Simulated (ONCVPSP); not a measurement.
# Zr, ONCV: a sweep of the dvloc0, part 2 of 2

One potential is built and tested. Then the dvloc0 is changed, to learn what it costs or gains.

ONCVPSP 4.0.1; first potential LDA (Perdew-Wang 92), scalar-relativistic. The steps go on from the part before.

### 6 Changed: dvloc0 (Ha) = -2

Zr.dat

```
# ATOM AND REFERENCE CONFIGURATION
# atsym  z   nc   nv     iexc    psfile
  Zr 40.00    6    4  -001012      upf
#
#   n    l    f
    1    0    2.00
    2    0    2.00
    2    1    6.00
    3    0    2.00
    3    1    6.00
    3    2   10.00
    4    0    2.00
    4    1    6.00
    4    2    2.50
    5    0    1.50
#
# PSEUDOPOTENTIAL AND OPTIMIZATION
# lmax
    2
#
#   l,   rc,      ep,       ncon, nbas, qcut
    0    2.25    0.00    4    8    4.60
    1    1.95    0.00    4    8    8.90
    2    3.00    0.00    3    7    6.30
#
# LOCAL POTENTIAL
# lloc, lpopt,  rc(5),   dvloc0
    4    3    1.60   -2.00
#
# VANDERBILT-KLEINMAN-BYLANDER PROJECTORs
# l, nproj, debl
    0    2    1.70
    1    2    2.40
    2    2    0.50
#
# MODEL CORE CHARGE
# icmod, fcfact, rcfact
    3    2.50    1.35
#
# LOG DERIVATIVE ANALYSIS
# epsh1, epsh2, depsh
   -3.00    5.00    0.02
#
# OUTPUT GRID
# rlmax, drl
    6.00    0.01
#
# TEST CONFIGURATIONS
# ncnf
    4
# nvcnf
#   n    l    f
    4
    4    0    2.00
    4    1    6.00
    4    2    2.00
    5    0    2.00
#
    4
    4    0    2.00
    4    1    6.00
    4    2    2.00
    5    0    1.00
#
    4
    4    0    2.00
    4    1    6.00
    4    2    2.00
    5    0    0.00
#
    5
    4    0    2.00
    4    1    6.00
    4    2    2.00
    5    0    0.00
    5    1    1.00
#
```

On the command line:

```
$ oncvpsp.x < Zr.dat > Zr.out
```

What the program wrote to Zr.out (without the consistency checks and plot data):

```text
ONCVPSP  (Optimized Norm-Conservinng Vanderbilt PSeudopotential)
scalar-relativistic version 4.0.1

[... all-electron levels as in step 2 ...]

Begin loop to  construct optimized pseudo wave functions
and semi-local pseudopoentials for all angular momenta

Calculating optimized projector #   1

 for l=   0

    Fraction of norm inside rc  0.979134
    Optimizing pswf for qcut=   4.59 a_B^-1,  ecut=  10.55 Ha
    Residual kinetic energy error=  1.45D-05 Ha

    Energy error per electron        Cutoff
         Ha          eV             Ha
         0.01000     0.27211        3.57
         0.00100     0.02721        4.88
         0.00010     0.00272        7.80
         0.00001     0.00027       13.77

Calculating optimized projector #   2

 for l=   0

    Fraction of norm inside rc  0.099111
    Optimizing pswf for qcut=   4.59 a_B^-1,  ecut=  10.55 Ha
    Residual kinetic energy error=  5.08D-05 Ha

    Energy error per electron        Cutoff
         Ha          eV             Ha
         0.01000     0.27211        2.87
         0.00100     0.02721        4.32
         0.00010     0.00272        9.54
         0.00001     0.00027       26.86

   Wellstate for l =  1  n =  6
     eigenvalue =   1.2436
     asymptotic potential =   1.7436
     half-point radius =  4.2526

Calculating optimized projector #   1

 for l=   1

    Fraction of norm inside rc  0.872013
    Optimizing pswf for qcut=   8.91 a_B^-1,  ecut=  39.69 Ha
    Residual kinetic energy error=  8.44D-09 Ha

    Energy error per electron        Cutoff
         Ha          eV             Ha
         0.01000     0.27211        7.37
         0.00100     0.02721       17.00
         0.00010     0.00272       23.14
         0.00001     0.00027       27.76

Calculating optimized projector #   2

 for l=   1

    Fraction of norm inside rc  0.103084
    Optimizing pswf for qcut=   8.91 a_B^-1,  ecut=  39.69 Ha
    Residual kinetic energy error=  8.94D-09 Ha

    Energy error per electron        Cutoff
         Ha          eV             Ha
         0.01000     0.27211        7.30
         0.00100     0.02721       17.83
         0.00010     0.00272       24.67
         0.00001     0.00027       29.62

   Wellstate for l =  2  n =  5
     eigenvalue =   0.3878
     asymptotic potential =   0.8878
     half-point radius =  5.3671

Calculating optimized projector #   1

 for l=   2

    Fraction of norm inside rc  0.752835
    Optimizing pswf for qcut=   6.29 a_B^-1,  ecut=  19.81 Ha
    Residual kinetic energy error=  7.51D-10 Ha

    Energy error per electron        Cutoff
         Ha          eV             Ha
         0.01000     0.27211        8.00
         0.00100     0.02721       10.58
         0.00010     0.00272       12.76
         0.00001     0.00027       14.55

Calculating optimized projector #   2

 for l=   2

    Fraction of norm inside rc  0.223387
    Optimizing pswf for qcut=   6.29 a_B^-1,  ecut=  19.81 Ha
    Residual kinetic energy error=  2.23D-09 Ha

    Energy error per electron        Cutoff
         Ha          eV             Ha
         0.01000     0.27211        8.18
         0.00100     0.02721       10.95
         0.00010     0.00272       13.25
         0.00001     0.00027       15.23

Construct Vanderbilt / Kleinmman-Bylander projectors

B matrix Hermiticity error, ll=   0
   1   2    1.3165E-04

  Orthonormal projector coefficients  4.6780E+00  1.2645E+00

B matrix Hermiticity error, ll=   1
   1   2   -2.1267E-04

  Orthonormal projector coefficients  4.2710E+00  1.0460E+00

B matrix Hermiticity error, ll=   2
   1   2    2.8808E-05

  Orthonormal projector coefficients  2.1336E+00 -3.8700E-01

Model core correction analysis
  based on d2Exc/dn_idn_j

d2excae - all-electron derivatives

   -3.079441D-02   -2.762351D-02   -1.279970D-02   -2.256013D-03
   -2.762368D-02   -2.638606D-02   -1.475377D-02   -3.195369D-03
   -1.279989D-02   -1.475381D-02   -1.716294D-02   -1.315067D-02
   -2.256005D-03   -3.195160D-03   -1.314658D-02   -2.385893D-02

d2excps - pseudofunction derivatives with no core correction

   -4.634656D-02   -3.266050D-02   -1.247277D-02   -3.714056D-03
   -3.266180D-02   -3.117660D-02   -1.586693D-02   -3.538081D-03
   -1.247300D-02   -1.586704D-02   -1.825613D-02   -1.318130D-02
   -3.714668D-03   -3.537900D-03   -1.317723D-02   -2.398165D-02

rms 2nd derivative error    4.499758E-03

rmatch, rhocmatch    0.8344    7.8479

Teter function model core charge with specified parameters

d2excps - pseudofunction derivatives with core correction

   -3.455456D-02   -2.811310D-02   -1.177520D-02   -2.726600D-03
   -2.811313D-02   -2.855078D-02   -1.535375D-02   -3.208409D-03
   -1.177523D-02   -1.535379D-02   -1.813088D-02   -1.313858D-02
   -2.726615D-03   -3.208198D-03   -1.313451D-02   -2.389559D-02

rms 2nd derivative error    1.212057E-03

Pseudoatom total energy  -47.448800

Diagnostic tests using Vanderbilt-Kleinman-Bylander pseudopotentials
  1 or more projectors used as specified by nproj input data

   l    rcore       rmatch      e in        delta e   norm test  slope test

   0   2.2522936   2.3206781  -1.9629737   0.0000010   1.0001261   1.0001136
   0   2.2522936   2.3206781  -0.1575359   0.0000008   1.0000173   1.0000136

   1   1.9510728   2.0103116  -1.1564010  -0.0000016   1.0000915   1.0000980
   1   1.9510728   2.0103116   1.2435990   0.0000274   1.0001809   1.0001809

   2   3.0014291   3.0925590  -0.1121783  -0.0000007   1.0000362   1.0000354
   2   3.0014291   3.0925590   0.3878217   0.0000014   1.0000890   1.0000890

 Testing for bound ghosts
   n   l    E NL Schr. Eq   E Basis Diag.   E Cutoff

   1   0       -1.962973       -1.962971     52.28
   2   0       -0.157535       -0.139243     52.28

   2   1       -1.156403       -1.156392     79.77

   3   2       -0.112179       -0.111743     28.67

 Testing for highly-localized positive-energy ghosts
       l    <radius>/rc     E Basis Diag.   E Cutoff

Test configuration 0

   n   l     f        eae           eps        diff
   1   0  2.0000 -654.06419960
   2   0  2.0000  -90.60831095
   2   1  6.0000  -80.86096444
   3   0  2.0000  -14.78954057
   3   1  6.0000  -11.61447088
   3   2 10.0000   -6.38501145
   4   0  2.0000   -1.96297369   -1.96297272    9.70D-07
   4   1  6.0000   -1.15640103   -1.15640259   -1.56D-06
   4   2  2.5000   -0.11217833   -0.11217908   -7.45D-07
   5   0  1.5000   -0.15753589   -0.15753505    8.38D-07

    Total energies and differences
      AE_ref= -3.59457837D+03  AE_tst= -3.59457837D+03  dif=  0.00D+00
      PS_ref= -4.74488004D+01  PS_tst= -4.74488004D+01  dif= -7.11D-15
      PSP excitation error=  7.11D-15

Test configuration 1

   n   l     f        eae           eps        diff
   1   0  2.0000 -654.10519733
   2   0  2.0000  -90.65282610
   2   1  6.0000  -80.90519352
   3   0  2.0000  -14.83316538
   3   1  6.0000  -11.65810626
   3   2 10.0000   -6.42892366
   4   0  2.0000   -2.00350249   -2.00132541    2.18D-03
   4   1  6.0000   -1.19454695   -1.19358806    9.59D-04
   4   2  2.0000   -0.13725284   -0.13698715    2.66D-04
   5   0  2.0000   -0.16864333   -0.16864500   -1.67D-06

    Total energies and differences
      AE_ref= -3.59457837D+03  AE_tst= -3.59459763D+03  dif= -1.93D-02
      PS_ref= -4.74488004D+01  PS_tst= -4.74681548D+01  dif= -1.94D-02
      PSP excitation error=  9.45D-05

Test configuration 2

   n   l     f        eae           eps        diff
   1   0  2.0000 -654.35617814
   2   0  2.0000  -90.90154321
   2   1  6.0000  -81.15407277
   3   0  2.0000  -15.08208349
   3   1  6.0000  -11.90700240
   3   2 10.0000   -6.67765692
   4   0  2.0000   -2.25177581   -2.25135920    4.17D-04
   4   1  6.0000   -1.44262564   -1.44224308    3.83D-04
   4   2  2.0000   -0.37430627   -0.37395962    3.47D-04
   5   0  1.0000   -0.37544744   -0.37548939   -4.19D-05

    Total energies and differences
      AE_ref= -3.59457837D+03  AE_tst= -3.59432771D+03  dif=  2.51D-01
      PS_ref= -4.74488004D+01  PS_tst= -4.71981861D+01  dif=  2.51D-01
      PSP excitation error=  5.07D-05

Test configuration 3

   n   l     f        eae           eps        diff
   1   0  2.0000 -654.65007928
   2   0  2.0000  -91.19234497
   2   1  6.0000  -81.44509034
   3   0  2.0000  -15.37278072
   3   1  6.0000  -12.19765936
   3   2 10.0000   -6.96810935
   4   0  2.0000   -2.53972503   -2.54223045   -2.51D-03
   4   1  6.0000   -1.72935106   -1.73001259   -6.62D-04
   4   2  2.0000   -0.64352313   -0.64317387    3.49D-04

    Total energies and differences
      AE_ref= -3.59457837D+03  AE_tst= -3.59384135D+03  dif=  7.37D-01
      PS_ref= -4.74488004D+01  PS_tst= -4.67115959D+01  dif=  7.37D-01
      PSP excitation error= -1.77D-04

Test configuration 4

   n   l     f        eae           eps        diff
   1   0  2.0000 -654.39960412
   2   0  2.0000  -90.94449958
   2   1  6.0000  -81.19695311
   3   0  2.0000  -15.12540142
   3   1  6.0000  -11.95028863
   3   2 10.0000   -6.72088348
   4   0  2.0000   -2.29444739   -2.29584366   -1.40D-03
   4   1  6.0000   -1.48467701   -1.48486179   -1.85D-04
   4   2  2.0000   -0.40995370   -0.40952570    4.28D-04
   5   1  1.0000   -0.25853325   -0.25860253   -6.93D-05

    Total energies and differences
      AE_ref= -3.59457837D+03  AE_tst= -3.59418769D+03  dif=  3.91D-01
      PS_ref= -4.74488004D+01  PS_tst= -4.70580980D+01  dif=  3.91D-01
      PSP excitation error= -2.41D-05
```

It took 3.8 s on 1 thread, shared host.

The tests as a table, with energies relative to 4s2 4p6 4d2.5 5s1.5.

| valence configuration | charge | ΔE all-electron (eV) | error AE − PS (meV) |
| --- | --- | --- | --- |
| 4s2 4p6 4d2 5s2 | 0 | -0.524 | +2.6 |
| 4s2 4p6 4d2 5s1 | +1 | 6.821 | +1.4 |
| 4s2 4p6 4d2 5s0 | +2 | 20.056 | -4.8 |
| 4s2 4p6 4d2 5s0 5p1 | +1 | 10.631 | -0.7 |

With this change the loose cutoff stays at 17 Ha, the largest test error stays at -4.8 meV and there is no bound ghost.

### 7 Changed: dvloc0 (Ha) = 9

Edit Zr.dat of step 6 so:

```diff
@@ -27,3 +27,3 @@
 # lloc, lpopt,  rc(5),   dvloc0
-    4    3    1.60   -2.00
+    4    3    1.60    9.00
 #
```

On the command line:

```
$ oncvpsp.x < Zr.dat > Zr.out
```

The output, Zr.out (without the consistency checks and plot data):

```text
ONCVPSP  (Optimized Norm-Conservinng Vanderbilt PSeudopotential)
scalar-relativistic version 4.0.1

[... all-electron levels as in step 2 ...]

Begin loop to  construct optimized pseudo wave functions
and semi-local pseudopoentials for all angular momenta

Calculating optimized projector #   1

 for l=   0

    Fraction of norm inside rc  0.979134
    Optimizing pswf for qcut=   4.59 a_B^-1,  ecut=  10.55 Ha
    Residual kinetic energy error=  1.45D-05 Ha

    Energy error per electron        Cutoff
         Ha          eV             Ha
         0.01000     0.27211        3.57
         0.00100     0.02721        4.88
         0.00010     0.00272        7.80
         0.00001     0.00027       13.77

Calculating optimized projector #   2

 for l=   0

    Fraction of norm inside rc  0.099111
    Optimizing pswf for qcut=   4.59 a_B^-1,  ecut=  10.55 Ha
    Residual kinetic energy error=  5.08D-05 Ha

    Energy error per electron        Cutoff
         Ha          eV             Ha
         0.01000     0.27211        2.87
         0.00100     0.02721        4.32
         0.00010     0.00272        9.54
         0.00001     0.00027       26.86

   Wellstate for l =  1  n =  6
     eigenvalue =   1.2436
     asymptotic potential =   1.7436
     half-point radius =  4.2526

Calculating optimized projector #   1

 for l=   1

    Fraction of norm inside rc  0.872013
    Optimizing pswf for qcut=   8.91 a_B^-1,  ecut=  39.69 Ha
    Residual kinetic energy error=  8.44D-09 Ha

    Energy error per electron        Cutoff
         Ha          eV             Ha
         0.01000     0.27211        7.37
         0.00100     0.02721       17.00
         0.00010     0.00272       23.14
         0.00001     0.00027       27.76

Calculating optimized projector #   2

 for l=   1

    Fraction of norm inside rc  0.103084
    Optimizing pswf for qcut=   8.91 a_B^-1,  ecut=  39.69 Ha
    Residual kinetic energy error=  8.94D-09 Ha

    Energy error per electron        Cutoff
         Ha          eV             Ha
         0.01000     0.27211        7.30
         0.00100     0.02721       17.83
         0.00010     0.00272       24.67
         0.00001     0.00027       29.62

   Wellstate for l =  2  n =  5
     eigenvalue =   0.3878
     asymptotic potential =   0.8878
     half-point radius =  5.3671

Calculating optimized projector #   1

 for l=   2

    Fraction of norm inside rc  0.752835
    Optimizing pswf for qcut=   6.29 a_B^-1,  ecut=  19.81 Ha
    Residual kinetic energy error=  7.51D-10 Ha

    Energy error per electron        Cutoff
         Ha          eV             Ha
         0.01000     0.27211        8.00
         0.00100     0.02721       10.58
         0.00010     0.00272       12.76
         0.00001     0.00027       14.55

Calculating optimized projector #   2

 for l=   2

    Fraction of norm inside rc  0.223387
    Optimizing pswf for qcut=   6.29 a_B^-1,  ecut=  19.81 Ha
    Residual kinetic energy error=  2.23D-09 Ha

    Energy error per electron        Cutoff
         Ha          eV             Ha
         0.01000     0.27211        8.18
         0.00100     0.02721       10.95
         0.00010     0.00272       13.25
         0.00001     0.00027       15.23

Construct Vanderbilt / Kleinmman-Bylander projectors

B matrix Hermiticity error, ll=   0
   1   2    1.3165E-04

  Orthonormal projector coefficients -4.9140E+00  1.9500E+00

B matrix Hermiticity error, ll=   1
   1   2   -2.1267E-04

  Orthonormal projector coefficients -5.3680E+00 -1.4578E+00

B matrix Hermiticity error, ll=   2
   1   2    2.8808E-05

  Orthonormal projector coefficients -4.7602E+00 -4.3507E-01

Model core correction analysis
  based on d2Exc/dn_idn_j

d2excae - all-electron derivatives

   -3.079441D-02   -2.762351D-02   -1.279970D-02   -2.256013D-03
   -2.762368D-02   -2.638606D-02   -1.475377D-02   -3.195369D-03
   -1.279989D-02   -1.475381D-02   -1.716294D-02   -1.315067D-02
   -2.256005D-03   -3.195160D-03   -1.314658D-02   -2.385893D-02

d2excps - pseudofunction derivatives with no core correction

   -4.634043D-02   -3.266171D-02   -1.247365D-02   -3.712891D-03
   -3.266302D-02   -3.117674D-02   -1.586682D-02   -3.538013D-03
   -1.247389D-02   -1.586693D-02   -1.825600D-02   -1.318147D-02
   -3.713502D-03   -3.537831D-03   -1.317740D-02   -2.398172D-02

rms 2nd derivative error    4.498553E-03

rmatch, rhocmatch    0.8344    7.8479

Teter function model core charge with specified parameters

d2excps - pseudofunction derivatives with core correction

   -3.455271D-02   -2.811505D-02   -1.177596D-02   -2.725976D-03
   -2.811507D-02   -2.855111D-02   -1.535362D-02   -3.208441D-03
   -1.177599D-02   -1.535366D-02   -1.813076D-02   -1.313874D-02
   -2.725991D-03   -3.208230D-03   -1.313467D-02   -2.389572D-02

rms 2nd derivative error    1.211710E-03

Pseudoatom total energy  -47.448517

Diagnostic tests using Vanderbilt-Kleinman-Bylander pseudopotentials
  1 or more projectors used as specified by nproj input data

   l    rcore       rmatch      e in        delta e   norm test  slope test

   0   2.2522936   2.3206781  -1.9629737   0.0000015   1.0001467   1.0001344
   0   2.2522936   2.3206781  -0.1575359   0.0000009   1.0000150   1.0000110

   1   1.9510728   2.0103116  -1.1564010  -0.0000033   1.0000981   1.0001033
   1   1.9510728   2.0103116   1.2435990   0.0000247   1.0001677   1.0001677

   2   3.0014291   3.0925590  -0.1121783  -0.0000007   1.0000361   1.0000353
   2   3.0014291   3.0925590   0.3878217   0.0000015   1.0000921   1.0000921

 Testing for bound ghosts
   n   l    E NL Schr. Eq   E Basis Diag.   E Cutoff

   1   0       -1.962972       -1.962955     52.28
   2   0       -0.157535       -0.139240     52.28

   2   1       -1.156404       -1.156387     79.77

   3   2       -0.112179       -0.111350     28.67

 Testing for highly-localized positive-energy ghosts
       l    <radius>/rc     E Basis Diag.   E Cutoff

Test configuration 0

   n   l     f        eae           eps        diff
   1   0  2.0000 -654.06419960
   2   0  2.0000  -90.60831095
   2   1  6.0000  -80.86096444
   3   0  2.0000  -14.78954057
   3   1  6.0000  -11.61447088
   3   2 10.0000   -6.38501145
   4   0  2.0000   -1.96297369   -1.96297222    1.47D-06
   4   1  6.0000   -1.15640103   -1.15640429   -3.26D-06
   4   2  2.5000   -0.11217833   -0.11217906   -7.31D-07
   5   0  1.5000   -0.15753589   -0.15753503    8.60D-07

    Total energies and differences
      AE_ref= -3.59457837D+03  AE_tst= -3.59457837D+03  dif=  0.00D+00
      PS_ref= -4.74485173D+01  PS_tst= -4.74485173D+01  dif=  1.85D-13
      PSP excitation error= -1.85D-13

Test configuration 1

   n   l     f        eae           eps        diff
   1   0  2.0000 -654.10519733
   2   0  2.0000  -90.65282610
   2   1  6.0000  -80.90519352
   3   0  2.0000  -14.83316538
   3   1  6.0000  -11.65810626
   3   2 10.0000   -6.42892366
   4   0  2.0000   -2.00350249   -2.00128972    2.21D-03
   4   1  6.0000   -1.19454695   -1.19358363    9.63D-04
   4   2  2.0000   -0.13725284   -0.13699209    2.61D-04
   5   0  2.0000   -0.16864333   -0.16864280    5.32D-07

    Total energies and differences
      AE_ref= -3.59457837D+03  AE_tst= -3.59459763D+03  dif= -1.93D-02
      PS_ref= -4.74485173D+01  PS_tst= -4.74678700D+01  dif= -1.94D-02
      PSP excitation error=  9.28D-05

Test configuration 2

   n   l     f        eae           eps        diff
   1   0  2.0000 -654.35617814
   2   0  2.0000  -90.90154321
   2   1  6.0000  -81.15407277
   3   0  2.0000  -15.08208349
   3   1  6.0000  -11.90700240
   3   2 10.0000   -6.67765692
   4   0  2.0000   -2.25177581   -2.25136328    4.13D-04
   4   1  6.0000   -1.44262564   -1.44224846    3.77D-04
   4   2  2.0000   -0.37430627   -0.37396138    3.45D-04
   5   0  1.0000   -0.37544744   -0.37548905   -4.16D-05

    Total energies and differences
      AE_ref= -3.59457837D+03  AE_tst= -3.59432771D+03  dif=  2.51D-01
      PS_ref= -4.74485173D+01  PS_tst= -4.71979028D+01  dif=  2.51D-01
      PSP excitation error=  5.05D-05

Test configuration 3

   n   l     f        eae           eps        diff
   1   0  2.0000 -654.65007928
   2   0  2.0000  -91.19234497
   2   1  6.0000  -81.44509034
   3   0  2.0000  -15.37278072
   3   1  6.0000  -12.19765936
   3   2 10.0000   -6.96810935
   4   0  2.0000   -2.53972503   -2.54226677   -2.54D-03
   4   1  6.0000   -1.72935106   -1.73002184   -6.71D-04
   4   2  2.0000   -0.64352313   -0.64316913    3.54D-04

    Total energies and differences
      AE_ref= -3.59457837D+03  AE_tst= -3.59384135D+03  dif=  7.37D-01
      PS_ref= -4.74485173D+01  PS_tst= -4.67113123D+01  dif=  7.37D-01
      PSP excitation error= -1.78D-04

Test configuration 4

   n   l     f        eae           eps        diff
   1   0  2.0000 -654.39960412
   2   0  2.0000  -90.94449958
   2   1  6.0000  -81.19695311
   3   0  2.0000  -15.12540142
   3   1  6.0000  -11.95028863
   3   2 10.0000   -6.72088348
   4   0  2.0000   -2.29444739   -2.29586114   -1.41D-03
   4   1  6.0000   -1.48467701   -1.48486727   -1.90D-04
   4   2  2.0000   -0.40995370   -0.40952474    4.29D-04
   5   1  1.0000   -0.25853325   -0.25859920   -6.60D-05

    Total energies and differences
      AE_ref= -3.59457837D+03  AE_tst= -3.59418769D+03  dif=  3.91D-01
      PS_ref= -4.74485173D+01  PS_tst= -4.70578101D+01  dif=  3.91D-01
      PSP excitation error= -2.90D-05
```

Wall time 3.8 s (1 thread, shared host).

The tests as a table, with energies relative to 4s2 4p6 4d2.5 5s1.5.

| valence configuration | charge | ΔE all-electron (eV) | error AE − PS (meV) |
| --- | --- | --- | --- |
| 4s2 4p6 4d2 5s2 | 0 | -0.524 | +2.5 |
| 4s2 4p6 4d2 5s1 | +1 | 6.821 | +1.4 |
| 4s2 4p6 4d2 5s0 | +2 | 20.056 | -4.8 |
| 4s2 4p6 4d2 5s0 5p1 | +1 | 10.631 | -0.8 |

With this change the loose cutoff stays at 17 Ha, the largest test error stays at -4.8 meV and there is no bound ghost.

### 8 Results

What follows sums up all 2 parts.

Cutoffs, loose and tight: the cutoffs (Ha) at which the residual kinetic energy of the hardest occupied pseudo-wave falls to 1 and 0.1 mHa per electron; empty and scattering waves don't count. The number of plane waves in a given cell goes as the cutoff to the power 3/2; it is given for the loose cutoff, relative to the first potential. Test errors are all-electron less pseudo. The phase difference is the largest within 0.5 Ha of zero, over the channels with partial waves. 7 further runs were made in the same way; their inputs and logs are not shown.

```csv
dvloc0 (Ha),outcome,"cutoff, loose","cutoff, tight","plane waves, relative",bound ghosts,largest test error (meV),phase difference near zero (rad)
-2,generated,17 Ha,23 Ha,1.00,none,-4.8,0.002
-1,generated,17 Ha,23 Ha,1.00,none,-4.8,0.002
0.5,generated,17 Ha,23 Ha,1.00,none,-4.8,0.001
2 (first),generated,17 Ha,23 Ha,1.00,none,-4.8,0.004
3,generated,17 Ha,23 Ha,1.00,none,-4.8,0.002
4.5,generated,17 Ha,23 Ha,1.00,none,-4.8,0.002
6,generated,17 Ha,23 Ha,1.00,none,-4.8,0.002
7,generated,17 Ha,23 Ha,1.00,none,-4.8,0.002
8,generated,17 Ha,23 Ha,1.00,none,-4.8,0.002
9,generated,17 Ha,23 Ha,1.00,none,-4.8,0.001
```

Over this range the loose cutoff stays at 17 Ha. Over this range the largest test error stays at 4.8 meV.

The first potential by itself. The worst unpolarised test, 4s2 4p6 4d2 5s0, is off by 4.8 meV on 20.1 eV; by total energies transferability rates as very good. The potential is soft on the atom at that tolerance: the looser tolerance needs 17 Ha. At the looser tolerance the 4p wave is the slowest; 4d needs 11 Ha. The program's ghost test flags no bound state.
